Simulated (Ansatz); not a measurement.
# CHOSe+ (SMILES [OH+]=C=[Se]): one structure at several levels

Aim: energy, forces and dipole at a structure displaced at random from a GFN2-xTB minimum, from CCSD(T) and from density functionals.

Computed with Ansatz 0.2.0, Gaussian basis. Level: single points in def2-TZVPP.

Correlated methods freeze the cores. Filled d shells of the heavier atoms are correlated.

### 1 Starting geometry

SMILES `[OH+]=C=[Se]`, 4 atoms, charge 1, spin multiplicity 1.

Atoms are counted from 1 here; the program's logs count them from 0.

Bond lengths: O1–C2 1.200 Å, O1–H4 0.903 Å, C2–Se3 1.629 Å. Angles: C2–O1–H4 130.0°, O1–C2–Se3 174.4°.

Coordinates:

```xyz
4
charge 1, multiplicity 1
O    -0.4291    0.6032   -0.4781
C     0.0379   -0.3470    0.0867
Se    0.5551   -1.7229    0.7888
H    -0.2104    1.4779   -0.4220
```

### 2 CCSD(T)/def2-TZVPP

Contents of run/in.yaml:

```yaml
crystal:
  periodic: [false, false, false]
  atoms:
    - {symbol: O, position_ang: [-0.429100, 0.603200, -0.478100]}
    - {symbol: C, position_ang: [0.037900, -0.347000, 0.086700]}
    - {symbol: Se, position_ang: [0.555100, -1.722900, 0.788800]}
    - {symbol: H, position_ang: [-0.210400, 1.477900, -0.422000]}
basis:
  gaussian: {orbitals: def2-TZVPP}
total_charge: 1
correlation: {method: ccsd_t}
output: {forces: true}
```

No record of the launch command was kept for these runs.

### 3 PBE0-D4/def2-TZVPP

run/in.yaml, as its differences from that of step 2:

```diff
@@ -10,3 +10,3 @@
 total_charge: 1
-correlation: {method: ccsd_t}
-output: {forces: true}
+hamiltonian: {xc: pbe0, dispersion: d4}
+output: {forces: true, orbitals: {seedname: orbitals}}
```

### 4 wB97M-V/def2-TZVPP

run/in.yaml, as its differences from that of step 3:

```diff
@@ -10,3 +10,3 @@
 total_charge: 1
-hamiltonian: {xc: pbe0, dispersion: d4}
-output: {forces: true, orbitals: {seedname: orbitals}}
+hamiltonian: {xc: {name: wB97M-V}}
+output: {forces: true}
```

### 5 r2SCAN-D4/def2-TZVPP

run/in.yaml, as its differences from that of step 4:

```diff
@@ -10,3 +10,3 @@
 total_charge: 1
-hamiltonian: {xc: {name: wB97M-V}}
+hamiltonian: {xc: r2scan, dispersion: d4}
 output: {forces: true}
```

### 6 PBE-D4/def2-TZVPP

run/in.yaml, as its differences from that of step 5:

```diff
@@ -10,3 +10,3 @@
 total_charge: 1
-hamiltonian: {xc: r2scan, dispersion: d4}
+hamiltonian: {xc: pbe, dispersion: d4}
 output: {forces: true}
```

### 7 B97M-V/def2-TZVPP

run/in.yaml, as its differences from that of step 6:

```diff
@@ -10,3 +10,3 @@
 total_charge: 1
-hamiltonian: {xc: pbe, dispersion: d4}
+hamiltonian: {xc: {name: B97M-V}}
 output: {forces: true}
```

### 8 wB97X-V/def2-TZVPP

run/in.yaml, as its differences from that of step 7:

```diff
@@ -10,3 +10,3 @@
 total_charge: 1
-hamiltonian: {xc: {name: B97M-V}}
+hamiltonian: {xc: {name: wB97X-V}}
 output: {forces: true}
```

(Steps that only read results are left out.)

Before running it: what results should come out? Wanted: energy less free atoms, CCSD(T)/def2-TZVPP; RMS force component; RMS force error; HOMO and LUMO, PBE0-D4; T1 diagnostic.

The runs gave:

| quantity | value |
| --- | --- |
| energy less free atoms, CCSD(T)/def2-TZVPP | -5.917 eV |
| RMS force component | 1.694 to 1.916 eV/Å over the methods |
| RMS force error | PBE0-D4 0.382, wB97M-V 0.339, r2SCAN-D4 0.302, PBE-D4 0.227, B97M-V 0.352, wB97X-V 0.367 eV/Å |
| HOMO and LUMO, PBE0-D4 | -14.97 and -8.54 eV |
| T1 diagnostic | 0.016 |

Against CCSD(T) the functionals' energies less atoms differ by -1.519 to -0.334 eV, PBE-D4 by -1.519 eV. A larger basis would deepen the CCSD(T) value, while the functionals are nearly converged already, so the order here is not reliable. On forces the order runs from PBE-D4 to PBE0-D4. Frozen-core CCSD(T) forces in triple zeta carry basis errors of their own, and this is one geometry, so small gaps rank nothing. The restricted Hartree–Fock reference is unstable towards an unrestricted one at one or more of these structures.
